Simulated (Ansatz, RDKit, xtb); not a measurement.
# C4H5N3O: ranking a sample of isomers

A sample of isomers of C4H5N3O is drawn. Aim: find which of them has the lowest free energy at 298.15 K, then its properties. The sample is small against all isomers, and the most stable one of this formula need not be in it.

Plan: many cheap relaxations first (GFN2-xTB), then density-functional screening, relaxation at B3LYP/def2-SVP, vibrations (at GFN2-xTB) and a final energy. The numbers are computed, not measured.

## (1) Possible bonding patterns

Isomers were taken from a list of plausible structures; this is a sample, not all of them. That gives 3 candidates.

```
label          SMILES     spin
 c059  Nc1c[nH]nc1C=O  singlet
 c530  Nc1cn[nH]c1C=O  singlet
 c788   Nc1cnn(C=O)c1  singlet
```

Candidates are built by distance geometry, with a force field where one applies, in up to four conformers (letters a to d).

Q: Predict the outcome of this search (final energies at CCSD(T)/def2-SVP + MP2/def2-TZVPP - MP2/def2-SVP).

| quantity | value |
| --- | --- |
| lowest structure found | Nc1cnn(C=O)c1, singlet |
| next finalist | Nc1c[nH]nc1C=O, singlet, 1.6 kcal/mol higher in G |
| share at equilibrium, among the finalists | 92.5 % |

The search ends on `Nc1cnn(C=O)c1`. The margin, 1.6 kcal/mol, is modest. GFN2-xTB, HF/STO-3G, B3LYP/def2-SVP, HF/def2-SVP and MP2/def2-SVP already put its bonding pattern lowest among the structures in one piece; r2SCAN-D4/def2-SVP favours the singlet Nc1cn[nH]c1C=O. Lowest found is not proven lowest: the search is finite, and each finalist counts with one conformer. Only 3 drawn patterns were tried, so whole families of isomers are missing, and the result ranks this sample alone.
